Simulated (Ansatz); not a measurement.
# Bi: stress in a strained cell

Aim: deform Bi (zz strain of -2 %) and compute stress, forces and field gradients with LAPW, PAW and all-electron datasets made for the crystal.

Method: DFT PBEsol, scalar-relativistic, in Ansatz 0.2.0.

2 further runs of the same task are left out: 2 set aside as unsound or not needed.

## Step 1: The system as given

It takes space group P6_3/mmc (No. 194, hexagonal). The conventional cell has a = 4.539 Å, b = 4.539 Å, c = 11.829 Å, α = 90.00°, β = 90.00°, γ = 120.00°.

As a file:

```cif
data_structure
_symmetry_space_group_name_H-M 'P 1'
_symmetry_Int_Tables_number 1
_cell_length_a 4.5390
_cell_length_b 4.5390
_cell_length_c 11.8290
_cell_angle_alpha 90.000
_cell_angle_beta 90.000
_cell_angle_gamma 120.000
_cell_volume 211.06
loop_
_atom_site_label
_atom_site_type_symbol
_atom_site_fract_x
_atom_site_fract_y
_atom_site_fract_z
_atom_site_occupancy
Bi1 Bi 0.33333 0.66667 0.25000 1
Bi2 Bi 0.66667 0.33333 0.75000 1
```

Atoms are numbered in the order of the input: Bi1, Bi2.

## Step 2: The deformed structure

Space group P6_3/mmc before, P6_3/mmc after.

## Step 3: All-electron LAPW

The input, input.yaml:

```yaml
crystal:
  lattice:
    - [4.5390002997, 0.0, 0.0]
    - [-2.2695001499, 3.9308895674, 0.0]
    - [0.0, 0.0, 11.59242]
  atoms:
    - { symbol: Bi, position: [0.3333333333, 0.6666666667, 0.25] }
    - { symbol: Bi, position: [0.6666666667, 0.3333333333, 0.75] }
kpoints:
  mp_grid: { grid: [9, 9, 3] }
  band_path:
    path:
      - [0.0, 0.0, 0.0]
      - [0.5, 0.0, 0.0]
      - [0.3333333333, 0.3333333333, 0.0]
      - [0.0, 0.0, 0.0]
      - [0.0, 0.0, 0.5]
      - [0.5, 0.0, 0.5]
      - [0.3333333333, 0.3333333333, 0.5]
      - [0.0, 0.0, 0.5]
      - [0.5, 0.0, 0.5]
    npoints: 5
scf:
  occupations: { method: fermi_dirac, width: 0.08 }
hamiltonian:
  xc: pbesol
  pseudopotentials: { kind: all_electron, lapw: { basis_error: 0.00025 } }
output:
  forces: true
  stress: true
  eigenvalues: true
```

Started as:

```sh
> ansatz run input.yaml --threads 1 --pin off --max-ram 3072MiB --backend cpu --events-out ev --progress --plain --runs-dir out
```

## Step 4: Frozen-core PAW

The input, input.yaml:

```yaml
crystal:
  lattice:
    - [4.5390002997, 0.0, 0.0]
    - [-2.2695001499, 3.9308895674, 0.0]
    - [0.0, 0.0, 11.59242]
  atoms:
    - { symbol: Bi, position: [0.3333333333, 0.6666666667, 0.25] }
    - { symbol: Bi, position: [0.6666666667, 0.3333333333, 0.75] }
kpoints:
  mp_grid: { grid: [9, 9, 3] }
scf:
  occupations: { method: fermi_dirac, width: 0.08 }
hamiltonian:
  xc: pbesol
  pseudopotentials: { kind: paw }
output:
  forces: true
  stress: true
  eigenvalues: true
  efg: { contact_densities: true }
```

## Step 5: Datasets made for this crystal

Edit input.yaml of step 4 so:

```diff
@@ -14,3 +14,3 @@
   xc: pbesol
-  pseudopotentials: { kind: paw }
+  pseudopotentials: { kind: all_electron, datasets: crystal }
 output:
```

(Steps that only read results are left out.)

**Question.** What will these runs give? Wanted: pressure; largest shear or deviatoric stress.

**Answer**, as computed:

| quantity | value |
| --- | --- |
| pressure | LAPW -3.53, PAW -3.53, crystal datasets -3.53 GPa |
| largest shear or deviatoric stress (LAPW) | 3.08 GPa |

**Reading.** Against the undeformed cell the largest change of stress is -0.097 GPa, in the zz component, with the atoms carried along and not relaxed. PAW: stress within 0.01 GPa of LAPW. Crystal datasets: stress within 0.01 GPa of LAPW. Spin-orbit coupling is left out, though the cell holds Bi; in elements this heavy it can shift bands and gaps by tenths of an eV.
